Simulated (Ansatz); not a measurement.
# AlF3H4Si: the cost of one run

All numbers below are computed with Ansatz 0.2.0 (UKS PBE0-D4/6-31G).

**1. Starting point**

Bond lengths: Al1–Si2 2.711 Å, Al1–F3 1.648 Å, Al1–F4 1.648 Å, Al1–H5 1.705 Å, Al1–F6 2.111 Å, Si2–H7 1.472 Å, Si2–H8 1.470 Å, Si2–H9 1.468 Å. Angles (14 of 16 angles, heavy atoms first): Si2–Al1–F3 110.6°, Si2–Al1–F4 118.7°, Si2–Al1–F6 78.1°, F3–Al1–F4 118.3°, F3–Al1–F6 122.8°, F4–Al1–F6 102.2°, Al1–Si2–H7 119.0°, Al1–Si2–H8 119.1°, Al1–Si2–H9 99.3°, Si2–Al1–H5 43.2°, F3–Al1–H5 126.9°, F4–Al1–H5 114.4°, H5–Al1–F6 35.0°, H7–Si2–H8 106.4°.

Structure file:

```xyz
9

Al   -1.2514   -0.2285   -0.6715
Si    1.1415   -0.1823    0.6012
F    -1.1388   -1.0600   -2.0898
F    -2.6215   -0.4000    0.2278
H    -0.1734    0.9594   -0.0943
F    -0.8773    1.8436   -0.5267
H     2.2919    0.4530   -0.0626
H     1.1935    0.2358    2.0091
H     1.4356   -1.6210    0.6067
```

**2. Run 1**

150 steps of 0.5 fs at constant energy, with velocities drawn for 100 K.

input.yaml

```yaml
crystal:
  periodic: [false, false, false]
  atoms:
    - { symbol: Al, position_ang: [-1.2514, -0.2285, -0.6715] }
    - { symbol: Si, position_ang: [1.1415, -0.1823, 0.6012] }
    - { symbol: F, position_ang: [-1.1388, -1.06, -2.0898] }
    - { symbol: F, position_ang: [-2.6215, -0.4, 0.2278] }
    - { symbol: H, position_ang: [-0.1734, 0.9594, -0.0943] }
    - { symbol: F, position_ang: [-0.8773, 1.8436, -0.5267] }
    - { symbol: H, position_ang: [2.2919, 0.453, -0.0626] }
    - { symbol: H, position_ang: [1.1935, 0.2358, 2.0091] }
    - { symbol: H, position_ang: [1.4356, -1.621, 0.6067] }
magnetization:
  spin_polarized: true
basis:
  gaussian: { orbitals: "6-31G" }
hamiltonian:
  xc: pbe0
  dispersion: d4
md:
  timestep: 0.5
  n_steps: 150
  ensemble: nve
  temperature: 100.0
  initial_velocities: maxwell_boltzmann
  seed: 460780
```

Run with:

```sh
$ ansatz run input.yaml --threads 1 --pin off --max-ram 2048MiB --backend cpu --events-out ev --progress --plain --runs-dir out
```

Q: Estimate wall time and peak memory on 1 thread of Intel Xeon Platinum 8375C at 2.90GHz (Ice Lake), shared host.

About 9 min, with a peak of 0.21 GiB.
